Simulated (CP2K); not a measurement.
**NiMoIrPdW under changes of volume**

One of the cells (14.676 Å³/atom); the others are scaled copies at fixed shape and fractional positions:

```xyz
5
Lattice="2.7470 0.0000 0.0000 1.2553 2.4434 0.0000 -1.8468 -1.1275 10.9322" Properties=species:S:1:pos:R:3 pbc="T T T"
Ni    1.4494    0.8849    3.2277
Mo   -0.4128   -0.2520    9.9709
Pd    0.0838    0.0512    5.3634
Ir    2.8015    1.7103    1.1809
W     1.4667    0.8954    7.5876
```

The cell was built by a generator and needn't be a form met in nature.

| Property | Result |
| --- | --- |
| Program | CP2K 2026.2 |
| Functional | PBE |
| Potentials or basis | GTH_POTENTIALS Ni GTH-PBE-q18, Pd GTH-PBE-q18, Ir GTH-PBE-q17, W GTH-PBE-q14; POTENTIAL_UZH Mo GTH-PBE-q14; TZVP-MOLOPT-SR-GTH, TZVP-MOLOPT-PBE-GTH basis |
| Density cutoff | 8163 eV |
| k mesh | 11 × 11 × 3 |
| Occupations | fermi-dirac, width 0.05 eV |
| Spin | collinear spin, ferromagnetic start |
| Starting moments | [1.0, 1.0, 0.0, 0.6, 0.0] μB |

| volume (Å³/atom) | energy over the lowest point (meV/atom) | pressure (GPa) |
| --- | --- | --- |
| 13.795 | 45.93 | 17.9 |
| 14.089 | 19.55 | 11.2 |
| 14.382 | 4.41 | 5.2 |
| 14.676 | 0.00 | -0.2 |
| 14.969 | 4.86 | -4.9 |
| 15.263 | ? | ? |
| 15.556 | 38.46 | -13.0 |

**Question.** What does the run at 15.263 Å³/atom give?

**Answer.** Energy over the lowest point 17.98 meV/atom; pressure -9.2 GPa.

Worked out: A Birch-Murnaghan fit of order 3 (a polynomial in V^(-2/3)) to the other rows has its minimum at 14.67 Å³/atom with B0 = V·E''(V) = 254 GPa and B' = 4.5 at fixed shape and positions, which overstates the stiffness. It gives 17.94 meV/atom at 15.263 Å³/atom, against the run's 17.98, and -dE/dV = -9.3 GPa, against -9.2.

Energies are extrapolated to zero smearing.

Caveats: the basis of atomic orbitals isn't converged, which shifts pressures, moduli and gaps; the total moment is fixed, so each spin has its own Fermi level.
